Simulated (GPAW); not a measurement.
AlSn:

```
Sn Al
1.0
     4.19811    0.00000    0.00000
    -2.09905    3.63567    0.00000
     0.00000    0.00000    3.30685
Sn Al
1 1
Cartesian
  0.0000 2.4238 1.6534
  0.0000 0.0000 0.0000
```

The cell comes from a database or a generator and needn't be the stable form of this composition.

| Property | Result |
| --- | --- |
| Program | GPAW 26.7.0 |
| Task | relaxation of cell and atoms |
| Functional | PBEsol |
| Dispersion | D3(BJ) |
| Potentials or basis | PAW data sets generated in the run's folder for this functional |
| Cutoff | 600 eV |
| Basis | pw |
| k mesh | 6 × 6 × 7 |
| Occupations | fermi-dirac, width 0.05 eV |
| Spin | no spin polarisation |

At the start: pressure -4.3 GPa; volume 25.24 Å³/atom.

**Question.** How do energy, volume and symmetry change on relaxing?

**Answer.** Over 5 steps the energy falls by 34.7 meV/atom and the volume is 23.40 Å³/atom (-7.3 %); space group P-6m2 (No. 187, to 0.05 Å).

Step by step:
| step | energy change (eV) | largest force (eV/Å) | pressure (GPa) | volume (Å³) |
| --- | --- | --- | --- | --- |
| 1 | 0.0000 | 0.0000 | -4.33 | 50.47 |
| 2 | -0.0228 | 0.0000 | -3.62 | 49.74 |
| 3 | -0.0685 | 0.0000 | 0.54 | 46.45 |
| 4 | -0.0694 | 0.0000 | -0.09 | 46.85 |
| 5 | -0.0694 | 0.0000 | 0.00 | 46.80 |

Final structure:
```
Sn Al
1.0
     4.13140    0.00000    0.00000
    -2.06570    3.57790    0.00000
     0.00000    0.00000    3.16577
Sn Al
1 1
Cartesian
  0.0000 2.3853 1.5829
  0.0000 0.0000 0.0000
```

Caveat: later steps reuse the first step's grids; pairwise dispersion overbinds metals, which lowers pressure and volume.
